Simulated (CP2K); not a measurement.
Ta3N:

```
CELL_PARAMETERS angstrom
3.03222 0.00000 0.00000
-1.51611 2.62598 0.00000
0.00000 0.00000 7.52414
ATOMIC_POSITIONS crystal
Ta 0.66667 0.33333 0.82607
Ta 0.33333 0.66667 0.17393
Ta 0.00000 0.00000 0.50000
N 0.00000 0.00000 0.00000
```

The cell comes from a database or a generator and needn't be the stable form of this composition.

* Program: CP2K 2026.2
* Task: single point
* Functional: PBE
* Potentials or basis: POTENTIAL_UZH Ta GTH-PBE-q13, N GTH-PBE-q5; TZVP-MOLOPT-PBE-GTH basis
* Density cutoff: 6123 eV
* k mesh: 10 × 10 × 4
* Occupations: fermi-dirac, width 0.05 eV
* Spin: no spin polarisation

On this cell: pressure -2.6 GPa; largest force 0.247 eV/Å; band gap on the k mesh none (metal or under the smearing width).

The same run follows on a disturbed copy (atoms moved at random, drawn with an rms of 0.05 Å):

```
Ta N
1.0
     3.03222    0.00000    0.00000
    -1.51611    2.62598    0.00000
     0.00000    0.00000    7.52414
Ta N
3 1
Direct
  0.67856 0.35183 0.82240
  0.34771 0.66490 0.17549
  0.99945 0.00065 0.49519
  0.99628 0.01546 0.99323
```

**Question.** What does the disturbed cell give?

**Answer.** The energy (extrapolated to zero smearing) moves by +15.0 meV/atom; pressure -2.7 GPa; largest force 1.047 eV/Å; band gap on the k mesh none (metal or under the smearing width).

Forces on the atoms (eV/Å):
```
Ta  -0.258 -0.018  0.034
Ta  -0.356  0.174 -0.969
Ta   0.002  0.027  0.369
N    0.612 -0.179  0.545
```

Stress tensor (GPa, compression positive):
```
-3.83  0.07 -0.41
 0.07 -3.04  0.53
-0.41  0.53 -1.27
```

Caveats: the basis of atomic orbitals isn't converged, which shifts pressures, moduli and gaps.
